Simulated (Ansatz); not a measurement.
# Cl₄H₂SiSn: one species, many methods

An exercise on one series of results from a longer session: the logs are not shown, and one member is left open.

The runs use Ansatz 0.2.0, Gaussian basis; functionals in def2-TZVPP, the program's frozen cores in correlated methods.

The runs, in order: LDA (SPW92), PBE-D4, revPBE-D4, BLYP-D4, r2SCAN-D4, B97M-V, PBE0-D4, B3LYP-D4, r2SCANh-D4, r2SCAN0-D4, HSE06-D4, BHLYP-D4, CAM-B3LYP-D4, LC-ωPBE, ωB97X-V, ωB97M-V, B2PLYP, PBE-QIDH; CCSD(T)/def2-SVP; CCSD(T)/def2-TZVPP; CCSD(T)/def2-QZVPP; extrapolation to the limit; RPA on PBE.

## Structure used throughout

An earlier PBE0-D4 in a triple-zeta def2 set relaxation fixed the geometry. Sn takes the def2 core potential; no spin-orbit term is included.

SMILES `[Cl][SnH2][Si](Cl)(Cl)Cl`, 8 atoms, charge 0, spin multiplicity 1.

Atoms are counted from 1 here; the program's logs count them from 0.

Bond lengths: Cl1–Sn2 2.333 Å, Sn2–Si3 2.565 Å, Sn2–H7 1.702 Å, Sn2–H8 1.702 Å, Si3–Cl4 2.037 Å, Si3–Cl5 2.044 Å, Si3–Cl6 2.037 Å. Angles: Cl1–Sn2–Si3 104.3°, Cl1–Sn2–H7 106.5°, Cl1–Sn2–H8 106.5°, Si3–Sn2–H7 113.0°, Si3–Sn2–H8 113.0°, H7–Sn2–H8 112.8°, Sn2–Si3–Cl4 110.5°, Sn2–Si3–Cl5 109.6°, Sn2–Si3–Cl6 110.5°, Cl4–Si3–Cl5 108.6°, Cl4–Si3–Cl6 108.9°, Cl5–Si3–Cl6 108.6°.

As a file:

```
Cl   -1.4044   -2.4049    0.6388
Sn    0.5415   -1.1435    0.3836
Si   -0.2916    1.1556   -0.3898
Cl   -1.3009    0.9935   -2.1514
Cl    1.3020    2.4070   -0.6628
Cl   -1.5293    1.9729    1.0060
H     1.4825   -1.9386   -0.7901
H     1.2923   -1.0991    1.9099
```

Set-up of the first run:

Contents of in.yaml:

```yaml
crystal:
  periodic: [false, false, false]
  atoms:
    - {symbol: Cl, position_ang: [-1.404354, -2.404909, 0.638755]}
    - {symbol: Sn, position_ang: [0.541458, -1.143467, 0.383617]}
    - {symbol: Si, position_ang: [-0.291572, 1.155621, -0.389821]}
    - {symbol: Cl, position_ang: [-1.300926, 0.993517, -2.151393]}
    - {symbol: Cl, position_ang: [1.302015, 2.406960, -0.662771]}
    - {symbol: Cl, position_ang: [-1.529257, 1.972894, 1.005999]}
    - {symbol: H, position_ang: [1.482494, -1.938598, -0.790129]}
    - {symbol: H, position_ang: [1.292341, -1.099119, 1.909943]}
basis:
  gaussian: {orbitals: def2-TZVPP}
hamiltonian: {xc: lda}
output: {orbitals: {seedname: orbitals}}
```

Among the steps run: LDA; PBE-D4 (GGA); revPBE-D4 (GGA); BLYP-D4 (GGA); r2SCAN-D4 (meta-GGA); B97M-V (meta-GGA); PBE0-D4 (hybrid); B3LYP-D4 (hybrid); r2SCANh-D4 (hybrid); r2SCAN0-D4 (hybrid); HSE06-D4 (hybrid); BHLYP-D4 (hybrid); CAM-B3LYP-D4 (range-separated); LC-ωPBE (range-separated); ωB97X-V (range-separated); ωB97M-V (range-separated); B2PLYP (double hybrid); PBE-QIDH (double hybrid).

One of the session's tables, all rows but one given; the rest of the session is left out.

It belongs to the step «Frontier levels by functional». 

```
  functional  HOMO (eV)  LUMO (eV)  gap (eV)
 LDA (SPW92)      -7.20      -2.53      4.67
      PBE-D4      -7.07      -2.25      4.82
   revPBE-D4      -7.02      -2.13      4.89
     BLYP-D4      -6.92      -2.13      4.79
   r2SCAN-D4          ?          ?         ?
      B97M-V      -7.47      -2.04      5.43
     PBE0-D4      -8.26      -1.45      6.80
    B3LYP-D4      -8.04      -1.65      6.39
  r2SCANh-D4      -7.81      -1.74      6.06
  r2SCAN0-D4      -8.45      -1.33      7.12
    HSE06-D4      -7.87      -1.82      6.05
    BHLYP-D4      -9.31      -0.59      8.72
CAM-B3LYP-D4      -9.50      -0.46      9.04
     LC-ωPBE     -10.78       0.63     11.41
     ωB97X-V     -10.46       0.51     10.97
     ωB97M-V     -10.24       0.30     10.55
```

Estimate the missing values for r2SCAN-D4.

Worked estimate for «HOMO (eV)». Against the share of exact exchange, r2SCANh-D4 (0.1, -7.81), r2SCAN0-D4 (0.25, -8.45) give a slope of -4.27 per unit share; at 0 the line stands at -7.38.

As computed: HOMO (eV): -7.38; LUMO (eV): -2.02; gap (eV): 5.36. In «HOMO (eV)» the line misses by 0.00.
